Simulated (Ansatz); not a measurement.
# GeH2Br+ (quintet): wave-function methods side by side, cc-pVTZ

One table from this session's results is given with a row withheld; the runs are named, their logs left out.

Method: cc-pVTZ, core rule «outside noble gas», up to 28 orbitals frozen; program: Ansatz 0.2.0, Gaussian basis.

The runs, in order: UHF; CCSD(T) on ROHF; CCSD(T) on UHF; BCCD(T) on ROHF; CCSDT(Q) on ROHF; CCSDT(Q) on UHF; CASSCF and MRCISD+Q, 12 electrons in 10 orbitals; CASSCF and NEVPT2, 12 electrons in 10 orbitals.

8 further runs of the same task are left out: 2 for a known fault of the program, 1 that didn't finish, 5 set aside as unsound or not needed.

### The system

The geometry is a PBE0/def2-TZVP stationary point (not a proven minimum) of the parent state, kept for this charge and spin. No spin-orbit coupling is included. The filled d shell of Ge, Br may be among the frozen orbitals whatever the setting's name suggests; the logs give the count.

4 atoms, charge 1, spin multiplicity 5.

Atoms are counted from 1 here; the program's logs count them from 0.

Bond lengths: Ge1–Br2 2.790 Å, Ge1–H3 1.574 Å, Ge1–H4 1.646 Å. Angles: Br2–Ge1–H3 155.4°, Br2–Ge1–H4 44.3°, H3–Ge1–H4 111.1°.

The first run:

in.yaml reads:

```yaml
crystal:
  periodic: [false, false, false]
  atoms:
    - {symbol: Ge, position_ang: [-0.000002, 0.461112, 0.627548]}
    - {symbol: Br, position_ang: [-0.000001, 0.417603, -2.162594]}
    - {symbol: H, position_ang: [0.000013, -0.172647, 2.068221]}
    - {symbol: H, position_ang: [-0.000010, -0.706068, -0.533175]}
basis:
  gaussian: {orbitals: cc-pVTZ}
total_charge: 1
magnetization: {spin_polarized: true, initial_magnetization: 4}
hamiltonian: {xc: hf}
output: {orbitals: {seedname: orbitals}}
```

The run is started by

```bash
ansatz run in.yaml --threads 1 --pin off --events-out ev --progress --plain --max-ram 4096MiB --backend cpu
```

Among the steps run: UHF; CCSD(T) on ROHF; CCSD(T) on UHF; BCCD(T) on ROHF; CCSDT(Q) on ROHF; CCSDT(Q) on UHF; CASSCF and MRCISD+Q, 12 electrons in 10 orbitals; CASSCF and NEVPT2, 12 electrons in 10 orbitals.

One table of the session follows, with a row left open; its other results are not shown here.

| method | from RCCSDT(Q) (meV) |
| --- | --- |
| ROHF | +7320.3 |
| UHF | +7010.8 |
| RMP2 | +1248.8 |
| UMP2 | ? |
| RCCSD | +305.3 |
| UCCSD | +275.5 |
| RCCSD(T) | +48.0 |
| UCCSD(T) | +27.4 |
| BCCD(T) | +48.1 |
| RCCSDT | +10.1 |
| UCCSDT | -12.4 |
| RCCSDT(Q) | 0 |
| UCCSDT(Q) | -22.5 |
| CASSCF valence | +6360.2 |
| NEVPT2 valence | +1471.6 |
| MRCISD valence | +656.9 |
| MRCISD+Q valence | +110.9 |

**Question.** Estimate the row for UMP2.

The run gave: from RCCSDT(Q) (meV): +1278.7. In the column «from RCCSDT(Q) (meV)» it lies between RMP2 (+1248.8) and NEVPT2 valence (+1471.6).

Limits of these values: Restricted and unrestricted rows rest on different reference determinants; where their highest levels disagree by more than a few hundredths of an eV, they describe different states and don't form one ladder.
